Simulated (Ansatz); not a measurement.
# CH4S2Si: small, medium and large basis sets

Aim: see how fast density functionals converge with the basis set for CH4S2Si.

Program: Ansatz 0.2.0, Gaussian basis. Level of theory: one geometry, several basis sets. These are calculated values, not measurements.

Plan: PBE0-D4/def2-SVP; ωB97M-V/def2-SVP; PBE0-D4/def2-QZVPP; ωB97M-V/def2-QZVPP; the functionals' def2-TZVPP values are taken from earlier runs.

## 1. The relaxed structure

An earlier PBE0-D4 in a triple-zeta def2 set relaxation fixed the geometry.

SMILES `SC1[SiH2]S1`, 8 atoms, charge 0, spin multiplicity 1.

Atoms are counted from 1 here; the program's logs count them from 0.

Bond lengths: S1–C2 1.774 Å, S1–H5 1.346 Å, C2–Si3 1.849 Å, C2–S4 1.871 Å, C2–H6 1.086 Å, Si3–S4 2.082 Å, Si3–H7 1.477 Å, Si3–H8 1.478 Å. Angles: C2–S1–H5 98.0°, S1–C2–Si3 118.7°, S1–C2–S4 119.4°, S1–C2–H6 114.1°, Si3–C2–S4 68.1°, Si3–C2–H6 117.7°, S4–C2–H6 111.0°, C2–Si3–S4 56.5°, C2–Si3–H7 117.9°, C2–Si3–H8 119.0°, S4–Si3–H7 119.0°, S4–Si3–H8 119.2°, H7–Si3–H8 113.8°, C2–S4–Si3 55.5°.

## 2. PBE0-D4 in def2-SVP

Contents of in.yaml:

```yaml
crystal:
  periodic: [false, false, false]
  atoms:
    - {symbol: S, position_ang: [0.168385, 1.757306, -0.822117]}
    - {symbol: C, position_ang: [-0.419261, 0.375539, 0.122779]}
    - {symbol: Si, position_ang: [0.711119, -1.063672, 0.387413]}
    - {symbol: S, position_ang: [-1.018551, -1.156660, -0.767332]}
    - {symbol: H, position_ang: [-1.013135, 2.155253, -1.328343]}
    - {symbol: H, position_ang: [-1.092176, 0.644599, 0.931439]}
    - {symbol: H, position_ang: [2.024050, -1.045294, -0.289592]}
    - {symbol: H, position_ang: [0.731469, -1.724270, 1.709854]}
basis:
  gaussian: {orbitals: def2-SVP}
hamiltonian: {xc: pbe0, dispersion: d4}
output: {orbitals: {seedname: orbitals}}
```

Command:

```bash
$ ansatz run in.yaml --threads 2 --pin off --events-out ev --progress --plain --max-ram 4352MiB
```

Output:

```text
Functional definition: PBE0
  name "PBE0"
  cite "Adamo & Barone, J. Chem. Phys. 110, 6158 (1999) doi:10.1063/1.478522"
  cite "Perdew, Burke & Ernzerhof, Phys. Rev. Lett. 77, 3865 (1996) doi:10.1103/PhysRevLett.77.3865"
  parent pbe
  parameter a = 0.25
  parameter kappa = 0.804
  parameter beta = 0.06672455060314922
  exchange = (1 - a)*pbe_x(kappa = kappa, mu = beta*pi^2/3) + a*exact_x
  correlation = pbe_c(beta = beta)
837 factors; integrals over basis functions are off by at most 1.1e-3 eV
mean field evaluation 1: about -30625.8531 eV, gradient 2.9e1 eV
mean field evaluation 2: about -30623.2579 eV, gradient 4.2e1 eV
mean field evaluation 4: about -30627.9186 eV, gradient 1.1e0 eV
mean field evaluation 8: about -30627.9912 eV, gradient 1.1e-1 eV
mean field evaluation 16: about -30627.9912 eV, gradient 3.1e-5 eV
mean field -30627.99121417 eV, -1125.5579167227 hartree, gradient 3.1e-5 eV, S^2 0.000000; 0 other end points of the search recorded, 0 dependent functions left out
reference -30627.99123726 eV, -1125.5579175711 hartree; 28, 28 occupied and 60, 60 virtual orbitals, 837 factors
Total energy: -30628.19165038 eV, -1125.5652826176 hartree
```

Run time: 1.5 s. Hardware: 2 threads of Arm Neoverse V1, shared host.

## 3. ωB97M-V in def2-SVP

in.yaml: that of step 2 with these lines changed.

```diff
@@ -13,3 +13,3 @@
   gaussian: {orbitals: def2-SVP}
-hamiltonian: {xc: pbe0, dispersion: d4}
+hamiltonian: {xc: {name: wB97M-V}}
 output: {orbitals: {seedname: orbitals}}
```

Launched as before.

Output, shortened:

```text
Functional definition: wB97M-V
  name "wB97M-V"
  cite "Mardirossian & Head-Gordon, J. Chem. Phys. 144, 214110 (2016) doi:10.1063/1.4952647"
  cite "Becke, J. Chem. Phys. 107, 8554 (1997) doi:10.1063/1.475007"
  cite "Vydrov & Van Voorhis, J. Chem. Phys. 133, 244103 (2010) doi:10.1063/1.3521275"
  # Of w^i u^j: cxij and so on, Table III.
[...]
  gx(w, u) = 1 - cx + cx01*u + cx10*w
  gss(w, u) = css00 + css04*u^4 + css10*w + css20*w^2 + css43*w^4*u^3
  gos(w, u) = cos00 + cos10*w + (cos20 + cos21*u)*w^2 + (cos60 + cos61*u)*w^6
[...]
      + integral(e_c_pw_mod_opposite_spin*gos(b97_w_opposite, b97_u_opposite)) + vv10(b, c)
837 factors; integrals over basis functions are off by at most 1.1e-3 eV
284 factors; integrals over basis functions are off by at most 9.8e-6 eV
[...]
mean field -30637.80821454 eV, -1125.9186848319 hartree, gradient 3.2e-5 eV, S^2 0.000000; 0 other end points of the search recorded, 0 dependent functions left out
reference -30637.80825261 eV, -1125.9186862313 hartree; 28, 28 occupied and 60, 60 virtual orbitals, 837 factors
Total energy: -30637.80825261 eV, -1125.9186862313 hartree
```

Run time: 7 s. Hardware: 2 threads of Arm Neoverse V1, shared host.

## 4. PBE0-D4 in def2-QZVPP

in.yaml: that of step 3 with these lines changed.

```diff
@@ -12,4 +12,4 @@
 basis:
-  gaussian: {orbitals: def2-SVP}
-hamiltonian: {xc: {name: wB97M-V}}
+  gaussian: {orbitals: "def2-QZVPP.json"}
+hamiltonian: {xc: pbe0, dispersion: d4}
 output: {orbitals: {seedname: orbitals}}
```

Launched as before.

Output:

```text
Functional definition: PBE0
  name "PBE0"
  cite "Adamo & Barone, J. Chem. Phys. 110, 6158 (1999) doi:10.1063/1.478522"
  cite "Perdew, Burke & Ernzerhof, Phys. Rev. Lett. 77, 3865 (1996) doi:10.1103/PhysRevLett.77.3865"
  parent pbe
  parameter a = 0.25
  parameter kappa = 0.804
  parameter beta = 0.06672455060314922
  exchange = (1 - a)*pbe_x(kappa = kappa, mu = beta*pi^2/3) + a*exact_x
  correlation = pbe_c(beta = beta)
1548 factors; their error is unknown
mean field evaluation 1: about -30636.0541 eV, gradient 4.4e1 eV
mean field evaluation 2: about -30628.1222 eV, gradient 6.9e1 eV
mean field evaluation 4: about -30640.5413 eV, gradient 2.5e0 eV
mean field evaluation 8: about -30640.5520 eV, gradient 4.9e-2 eV
mean field evaluation 16: about -30640.5810 eV, gradient 2.8e-5 eV
mean field -30640.58097341 eV, -1126.0205818411 hartree, gradient 2.8e-5 eV, S^2 0.000000; 0 other end points of the search recorded, 0 dependent functions left out
reference -30640.58100895 eV, -1126.0205831472 hartree; 28, 28 occupied and 359, 359 virtual orbitals, 1548 factors
Total energy: -30640.78142208 eV, -1126.0279481938 hartree
```

It took 13 s on 2 threads of Arm Neoverse V1, shared host; peak memory 1.2 GiB.

## 5. ωB97M-V in def2-QZVPP

in.yaml: that of step 4 with these lines changed.

```diff
@@ -13,3 +13,3 @@
   gaussian: {orbitals: "def2-QZVPP.json"}
-hamiltonian: {xc: pbe0, dispersion: d4}
+hamiltonian: {xc: {name: wB97M-V}}
 output: {orbitals: {seedname: orbitals}}
```

Launched as before.

Output, shortened:

```text
Functional definition: wB97M-V
  name "wB97M-V"
  cite "Mardirossian & Head-Gordon, J. Chem. Phys. 144, 214110 (2016) doi:10.1063/1.4952647"
  cite "Becke, J. Chem. Phys. 107, 8554 (1997) doi:10.1063/1.475007"
  cite "Vydrov & Van Voorhis, J. Chem. Phys. 133, 244103 (2010) doi:10.1063/1.3521275"
  # Of w^i u^j: cxij and so on, Table III.
[...]
  gx(w, u) = 1 - cx + cx01*u + cx10*w
  gss(w, u) = css00 + css04*u^4 + css10*w + css20*w^2 + css43*w^4*u^3
  gos(w, u) = cos00 + cos10*w + (cos20 + cos21*u)*w^2 + (cos60 + cos61*u)*w^6
[...]
      + integral(e_c_pw_mod_opposite_spin*gos(b97_w_opposite, b97_u_opposite)) + vv10(b, c)
1472 factors; their error is unknown
313 factors; integrals over basis functions are off by at most 1.1e-5 eV
[...]
mean field -30650.34843911 eV, -1126.3795295851 hartree, gradient 7.1e-5 eV, S^2 0.000000; 0 other end points of the search recorded, 0 dependent functions left out
reference -30650.34849648 eV, -1126.3795316931 hartree; 28, 28 occupied and 359, 359 virtual orbitals, 1472 factors
Total energy: -30650.34849648 eV, -1126.3795316931 hartree
```

Run time: 30 s. Hardware: 2 threads of Arm Neoverse V1, shared host; peak memory 1.4 GiB.

## 6. Density functionals: the series

The def2-TZVPP values come from earlier runs at the same geometry.

| functional | basis | functions | energy (eV) | from the largest (eV) | HOMO (eV) | LUMO (eV) |
| --- | --- | --- | --- | --- | --- | --- |
| PBE0-D4 | def2-SVP | 88 | -30628.1917 | 12.590 | -6.86 | -0.35 |
| PBE0-D4 | def2-TZVPP | 213 | -30639.7919 | 0.990 | -6.98 | -0.65 |
| PBE0-D4 | def2-QZVPP | 387 | -30640.7814 | 0.000 | -7.01 | -0.76 |
| ωB97M-V | def2-SVP | 88 | -30637.8083 | 12.540 | -8.97 | 1.61 |
| ωB97M-V | def2-TZVPP | 213 | -30649.4130 | 0.935 | -9.12 | 1.11 |
| ωB97M-V | def2-QZVPP | 387 | -30650.3485 | 0.000 | -9.16 | 0.82 |

## 7. Summary of results

| quantity | value |
| --- | --- |
| PBE0-D4: double and triple zeta above quadruple | 12.59, 0.99 eV |
| ωB97M-V: double and triple zeta above quadruple | 12.54, 0.94 eV |

In words: PBE0-D4 gains 11.60 eV from double to triple zeta, then 0.99 eV more. Total energies overstate the basis error of differences, where much of it tends to cancel. The LUMO of ωB97M-V is positive and keeps falling with the basis (1.61 to 0.82 eV): an unbound level that the basis holds in place.

For PBE0-D4 the largest set took about 8 times as long as the smallest (13 s against 1.5 s).
